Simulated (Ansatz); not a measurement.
# BH₇O₃Si₂: one species, many methods

An exercise on one series of results from a longer session: the logs are not shown, and one member is left open.

Computed with Ansatz 0.2.0, Gaussian basis. Level: functionals in def2-TZVPP, the program's frozen cores in correlated methods.

Plan: PBE-D4, r2SCAN-D4, PBE0-D4, B3LYP-D4, ωB97X-V, ωB97M-V, B2PLYP; CCSD(T)/def2-TZVPP; MP2/def2-QZVPP; extrapolation to the limit.

## The geometry

An earlier PBE0-D4 in a triple-zeta def2 set relaxation fixed the geometry.

SMILES `OB(O[SiH3])O[SiH3]`, 13 atoms, charge 0, spin multiplicity 1.

Atoms are counted from 1 here; the program's logs count them from 0.

Bond lengths: O1–B2 1.361 Å, O1–H7 0.959 Å, B2–O3 1.359 Å, B2–O5 1.371 Å, O3–Si4 1.636 Å, Si4–H8 1.483 Å, Si4–H9 1.488 Å, Si4–H10 1.482 Å, O5–Si6 1.643 Å, Si6–H11 1.482 Å, Si6–H12 1.487 Å, Si6–H13 1.483 Å. Angles: B2–O1–H7 111.7°, O1–B2–O3 117.2°, O1–B2–O5 119.3°, O3–B2–O5 123.5°, B2–O3–Si4 142.7°, O3–Si4–H8 109.7°, O3–Si4–H9 110.4°, O3–Si4–H10 108.2°, H8–Si4–H9 109.4°, H8–Si4–H10 109.8°, H9–Si4–H10 109.3°, B2–O5–Si6 138.6°, O5–Si6–H11 107.6°, O5–Si6–H12 110.5°, O5–Si6–H13 109.9°, H11–Si6–H12 109.5°, H11–Si6–H13 109.8°, H12–Si6–H13 109.6°.

Set-up of the first run:

in.yaml reads:

```yaml
crystal:
  periodic: [false, false, false]
  atoms:
    - {symbol: O, position_ang: [1.514106, 0.023714, 2.277162]}
    - {symbol: B, position_ang: [0.771949, 0.000885, 1.137052]}
    - {symbol: O, position_ang: [1.045882, 0.944210, 0.198252]}
    - {symbol: Si, position_ang: [0.419584, 1.694275, -1.114314]}
    - {symbol: O, position_ang: [-0.197517, -0.956756, 0.986993]}
    - {symbol: Si, position_ang: [-1.164257, -1.557433, -0.197975]}
    - {symbol: H, position_ang: [1.267943, -0.684598, 2.875634]}
    - {symbol: H, position_ang: [1.046946, 1.155030, -2.345484]}
    - {symbol: H, position_ang: [-1.052264, 1.484320, -1.178297]}
    - {symbol: H, position_ang: [0.703881, 3.144114, -0.999332]}
    - {symbol: H, position_ang: [-1.271859, -3.021113, 0.010895]}
    - {symbol: H, position_ang: [-0.574655, -1.288183, -1.536264]}
    - {symbol: H, position_ang: [-2.509758, -0.938454, -0.114322]}
basis:
  gaussian: {orbitals: def2-TZVPP}
hamiltonian: {xc: pbe, dispersion: d4}
output: {forces: true, orbitals: {seedname: orbitals}}
```

Started as:

```console
> ansatz run in.yaml --threads 2 --pin off --events-out ev --progress --plain --max-ram 22528MiB --backend cuda --devices 0, --max-vram 18GiB
```

Among the steps run: PBE-D4 (GGA); r2SCAN-D4 (meta-GGA); PBE0-D4 (hybrid); B3LYP-D4 (hybrid); ωB97X-V (range-separated); ωB97M-V (range-separated); B2PLYP (double hybrid); CCSD(T) in def2-TZVPP; MP2 in def2-QZVPP.

One table of the session follows, with a row left open; its other results are not shown here.

| method | atomisation energy (kJ/mol) |
| --- | --- |
| PBE-D4 | 4999.1 |
| r2SCAN-D4 | 5000.4 |
| PBE0-D4 | 4927.3 |
| B3LYP-D4 | 4982.0 |
| ωB97X-V | 5007.9 |
| ωB97M-V | 5008.1 |
| B2PLYP | 4939.7 |
| HF/def2-TZVPP | 3744.3 |
| MP2/def2-TZVPP | 4965.6 |
| CCSD/def2-TZVPP | 4807.6 |
| CCSD(T)/def2-TZVPP | 4867.9 |
| MP2/CBS | 5101.0 |
| CCSD(T)/CBS | ? |

**Question.** Estimate the row for CCSD(T)/CBS.

**Answer.** atomisation energy (kJ/mol): 5003.3. In the column «atomisation energy (kJ/mol)» it lies between r2SCAN-D4 (5000.4) and ωB97X-V (5007.9).

Limits of these values: Free atoms (3 O, 1 B, 2 Si, 7 H) were run apart at each level; the atomisation energy is their sum less the molecule, without zero-point or spin-orbit terms.
